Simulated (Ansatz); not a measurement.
# C2HClOSe: one species, many methods

The task here is to estimate one member of a computed series from the others.

Program: Ansatz 0.2.0, Gaussian basis. Level of theory: functionals in def2-TZVPP, the program's frozen cores in correlated methods. These are calculated values, not measurements.

The runs, in order: LDA (SPW92), PBE-D4, revPBE-D4, BLYP-D4, r2SCAN-D4, B97M-V, PBE0-D4, B3LYP-D4, r2SCANh-D4, r2SCAN0-D4, HSE06-D4, BHLYP-D4, CAM-B3LYP-D4, LC-ωPBE, ωB97X-V, ωB97M-V, B2PLYP, PBE-QIDH; CCSD(T)/def2-SVP; CCSD(T)/def2-TZVPP; MP2/def2-QZVPP; extrapolation to the limit; RPA on PBE.

## Structure used throughout

All runs share one geometry, relaxed beforehand with PBE0-D4 in a triple-zeta def2 set.

6 atoms, charge 0, spin multiplicity 1.

Atoms are counted from 1 here; the program's logs count them from 0.

Bond lengths: Cl1–C3 1.725 Å, C2–C3 1.316 Å, C2–O5 1.155 Å, C3–Se4 1.878 Å, Se4–H6 1.477 Å. Angles: C3–C2–O5 179.1°, Cl1–C3–C2 120.0°, Cl1–C3–Se4 125.0°, C2–C3–Se4 115.1°, C3–Se4–H6 97.0°.

The first run:

File in.yaml:

```yaml
crystal:
  periodic: [false, false, false]
  atoms:
    - {symbol: Cl, position_ang: [1.527400, -0.646348, -1.351419]}
    - {symbol: C, position_ang: [-0.044702, -0.945124, 0.749568]}
    - {symbol: C, position_ang: [0.426256, -0.099046, -0.140982]}
    - {symbol: Se, position_ang: [-0.148312, 1.676495, 0.067128]}
    - {symbol: O, position_ang: [-0.464775, -1.672934, 1.541264]}
    - {symbol: H, position_ang: [-1.253766, 1.623057, -0.911659]}
basis:
  gaussian: {orbitals: def2-TZVPP}
hamiltonian: {xc: lda}
output: {orbitals: {seedname: orbitals}}
```

Launch:

```console
$ ansatz run in.yaml --threads 4 --pin off --events-out ev --progress --plain --max-ram 10444MiB
```

Steps of the session up to this table: LDA; PBE-D4 (GGA); revPBE-D4 (GGA); BLYP-D4 (GGA); r2SCAN-D4 (meta-GGA); B97M-V (meta-GGA); B3LYP-D4 (hybrid); r2SCANh-D4 (hybrid); r2SCAN0-D4 (hybrid); HSE06-D4 (hybrid); BHLYP-D4 (hybrid); CAM-B3LYP-D4 (range-separated); LC-ωPBE (range-separated); ωB97X-V (range-separated); ωB97M-V (range-separated); B2PLYP (double hybrid); PBE-QIDH (double hybrid).

One of the session's tables, all rows but one given; the rest of the session is left out.

It belongs to the step «Orbital energies across the functionals». 

```
  functional  HOMO (eV)  LUMO (eV)  gap (eV)
 LDA (SPW92)      -5.96      -3.24      2.72
      PBE-D4      -5.79      -2.97      2.82
   revPBE-D4      -5.73      -2.88      2.85
     BLYP-D4          ?          ?         ?
   r2SCAN-D4      -6.04      -2.82      3.22
      B97M-V      -6.10      -2.63      3.47
     PBE0-D4      -7.02      -1.98      5.05
    B3LYP-D4      -6.80      -2.19      4.61
  r2SCANh-D4      -6.50      -2.45      4.05
  r2SCAN0-D4      -7.19      -1.88      5.30
    HSE06-D4      -6.62      -2.36      4.27
    BHLYP-D4      -8.13      -0.77      7.36
CAM-B3LYP-D4      -8.33      -0.79      7.53
     LC-ωPBE      -9.63       0.37     10.00
     ωB97X-V      -9.28       0.32      9.60
     ωB97M-V      -9.15       0.27      9.42
```

**Question.** Estimate the row for BLYP-D4.

Worked estimate for «HOMO (eV)». Against the share of exact exchange, B3LYP-D4 (0.2, -6.80), BHLYP-D4 (0.5, -8.13) give a slope of -4.43 per unit share; at 0 the line stands at -5.91.

**Answer.** HOMO (eV): -5.65; LUMO (eV): -2.81; gap (eV): 2.84. In «HOMO (eV)» the line misses by -0.26.
